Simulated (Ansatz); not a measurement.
# InH3O3: the cost of one run

Method: DFT, PBE, plane-wave PAW, default files, scalar-relativistic, as far as a step names no other, in Ansatz 0.2.0.

## Step 1: Starting point

The structure is trigonal, space group R-3 (No. 148). Conventional cell: a = 11.218 Å, b = 11.218 Å, c = 6.941 Å, α = 90.00°, β = 90.00°, γ = 120.00°. Around In (site symmetry -1) lie 6 O at 2.15 to 2.19 Å. Around In (site symmetry -3) lie 6 O at 2.18 Å. H (site symmetry 1) has 1 O at 0.99 Å as nearest neighbours. Around O (site symmetry 1) lie 1 H at 0.99 Å.

As a file:

```cif
data_structure
_symmetry_space_group_name_H-M 'R-3:H'
_symmetry_Int_Tables_number 148
_cell_length_a 11.2179
_cell_length_b 11.2179
_cell_length_c 6.9413
_cell_angle_alpha 90.000
_cell_angle_beta 90.000
_cell_angle_gamma 120.000
_cell_volume 756.47
loop_
_atom_site_label
_atom_site_type_symbol
_atom_site_symmetry_multiplicity
_atom_site_Wyckoff_symbol
_atom_site_fract_x
_atom_site_fract_y
_atom_site_fract_z
_atom_site_occupancy
In1 In 9 d 0.83333 0.66667 0.16667 1
In2 In 3 b 0.00000 0.00000 0.50000 1
H1 H 18 f 0.03461 0.79233 0.41777 1
H2 H 18 f 0.79999 0.24269 0.51338 1
O1 O 18 f 0.99784 0.83579 0.33020 1
O2 O 18 f 0.88537 0.28350 0.43474 1
```

## Step 2: Single point at the given positions

input.yaml reads:

```yaml
crystal:
  lattice:
    - [5.6089385675, 3.2383221918, 2.3137680914]
    - [-5.6089385675, 3.2383221918, 2.3137680914]
    - [0.0, -6.4766443836, 2.3137680914]
  atoms:
    - { symbol: In, position: [0.0, 0.0, 0.5] }
    - { symbol: In, position: [0.5, 0.5, 0.5] }
    - { symbol: In, position: [0.5, 0.0, 0.0] }
    - { symbol: In, position: [0.0, 0.5, 0.0] }
    - { symbol: H, position: [0.45237778, 0.17549282, 0.62544375] }
    - { symbol: H, position: [0.54762222, 0.82450718, 0.37455625] }
    - { symbol: H, position: [0.31337079, 0.95608616, 0.27069495] }
    - { symbol: H, position: [0.68662921, 0.04391384, 0.72930505] }
    - { symbol: H, position: [0.04391384, 0.72930505, 0.68662921] }
    - { symbol: H, position: [0.95608616, 0.27069495, 0.31337079] }
    - { symbol: H, position: [0.82450718, 0.37455625, 0.54762222] }
    - { symbol: H, position: [0.17549282, 0.62544375, 0.45237778] }
    - { symbol: H, position: [0.37455625, 0.54762222, 0.82450718] }
    - { symbol: H, position: [0.62544375, 0.45237778, 0.17549282] }
    - { symbol: H, position: [0.72930505, 0.68662921, 0.04391384] }
    - { symbol: H, position: [0.27069495, 0.31337079, 0.95608616] }
    - { symbol: O, position: [0.32803721, 0.16815826, 0.49440791] }
    - { symbol: O, position: [0.67196279, 0.83184174, 0.50559209] }
    - { symbol: O, position: [0.32011331, 0.83286428, 0.15123763] }
    - { symbol: O, position: [0.67988669, 0.16713572, 0.84876237] }
    - { symbol: O, position: [0.16713572, 0.84876237, 0.67988669] }
    - { symbol: O, position: [0.83286428, 0.15123763, 0.32011331] }
    - { symbol: O, position: [0.83184174, 0.50559209, 0.67196279] }
    - { symbol: O, position: [0.16815826, 0.49440791, 0.32803721] }
    - { symbol: O, position: [0.50559209, 0.67196279, 0.83184174] }
    - { symbol: O, position: [0.49440791, 0.32803721, 0.16815826] }
    - { symbol: O, position: [0.84876237, 0.67988669, 0.16713572] }
    - { symbol: O, position: [0.15123763, 0.32011331, 0.83286428] }
kpoints:
  mp_grid: { grid: [4, 4, 4] }
scf:
  occupations: { method: fermi_dirac, width: 0.02 }
hamiltonian:
  xc: pbe
  pseudopotentials: { kind: paw }
output:
  forces: true
  stress: true
  populations: true
  efg:
    quadrupole_moments_barn: { In: 0.772, H: 0.00285783, O: -0.02558 }
    contact_densities: true
  write_density: true
  write_potential: true
  elf: true
  volumetric_format: npy
```

Command:

```
$ ansatz run input.yaml --threads 1 --pin off --max-ram 2560MiB --backend cpu --events-out ev --progress --plain --runs-dir out
```

What time and memory should one allow on 1 thread of Intel Xeon Platinum 8375C at 2.90GHz (Ice Lake), shared host?

About 25 s, with a peak of 0.72 GiB.
